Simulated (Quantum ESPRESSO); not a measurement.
Crystal: Rh.

```
CELL_PARAMETERS angstrom
0.00000 1.90150 1.90150
1.90150 0.00000 1.90150
1.90150 1.90150 0.00000
ATOMIC_POSITIONS crystal
Rh 0.00000 0.00000 0.00000
```

```yaml
Program: Quantum ESPRESSO 7.5
Task: phonons and electron-phonon coupling
Functional: PBE
Potentials_or_basis: GBRV 1.5 PBE
Cutoff: 612 eV
Density_cutoff: 4898 eV
k_mesh: 12 × 12 × 12
Occupations: methfessel-paxton, width 0.272 eV
Spin: no spin polarisation
Mixing_beta: 0.5
Most_SCF_iterations: 120
SCF_threshold: 2e-10 Ry
q_mesh: 4 × 4 × 4
```

Levels for the coupling come from a 36 × 36 × 36 mesh; ten broadenings of the double delta from 0.07 to 0.68 eV; Tc from the McMillan formula in the Allen-Dynes form.

Task: How strong is the electron-phonon coupling, and what superconducting temperature follows?

Result: Over broadenings from 0.27 to 0.54 eV, λ lies between 0.38 and 0.40 and ω_log near 243 K, which gives Tc from 0.8 to 1.1 K at μ* = 0.10 and from 0.3 to 0.5 K at μ* = 0.13.

Electron-phonon coupling by broadening of the double delta (levels on a 36 × 36 × 36 mesh):
| broadening (eV) | λ | N(E_F) (states/eV a spin and cell) | ω_log (K) | Tc, μ* 0.10 (K) | Tc, μ* 0.13 (K) |
| --- | --- | --- | --- | --- | --- |
| 0.07 | 0.47 | 0.582 | 244 | 2.3 | 1.3 |
| 0.14 | 0.41 | 0.639 | 242 | 1.2 | 0.5 |
| 0.20 | 0.41 | 0.657 | 242 | 1.1 | 0.5 |
| 0.27 | 0.40 | 0.671 | 242 | 1.1 | 0.5 |
| 0.34 | 0.40 | 0.684 | 243 | 1.0 | 0.4 |
| 0.41 | 0.39 | 0.694 | 243 | 0.9 | 0.4 |
| 0.48 | 0.39 | 0.699 | 243 | 0.9 | 0.3 |
| 0.54 | 0.38 | 0.701 | 244 | 0.8 | 0.3 |
| 0.61 | 0.38 | 0.699 | 244 | 0.8 | 0.3 |
| 0.68 | 0.38 | 0.696 | 245 | 0.7 | 0.3 |

Eliashberg function at a broadening of 0.27 eV:
| cm⁻¹ | α²F |
| --- | --- |
| 6 | 0.000 |
| 19 | 0.000 |
| 32 | 0.000 |
| 45 | 0.002 |
| 58 | 0.004 |
| 71 | 0.010 |
| 84 | 0.016 |
| 96 | 0.030 |
| 109 | 0.048 |
| 122 | 0.080 |
| 135 | 0.139 |
| 148 | 0.263 |
| 161 | 0.318 |
| 173 | 0.382 |
| 186 | 0.438 |
| 199 | 0.246 |
| 212 | 0.021 |
| 225 | 0.291 |
| 238 | 0.484 |
| 251 | 0.014 |

The same from a weighted sum over the computed q points, without interpolation:
```
broadening (eV)     λ  ω_log (K)  Tc, μ* 0.10 (K)  Tc, μ* 0.13 (K)
           0.07  0.46        246              2.2              1.2
           0.14  0.41        246              1.1              0.5
           0.20  0.40        247              1.0              0.4
           0.27  0.40        247              1.0              0.4
           0.34  0.39        247              0.9              0.4
           0.41  0.39        248              0.8              0.3
           0.48  0.38        248              0.8              0.3
           0.54  0.38        248              0.7              0.3
           0.61  0.37        248              0.7              0.3
           0.68  0.37        249              0.7              0.2
```

The smallest broadenings aren't converged on these meshes, and μ* is assumed, not computed; spin fluctuations are left out.

Caveat: λ from interpolated matrix elements is rough: modes that symmetry makes equal can differ by tens of percent.
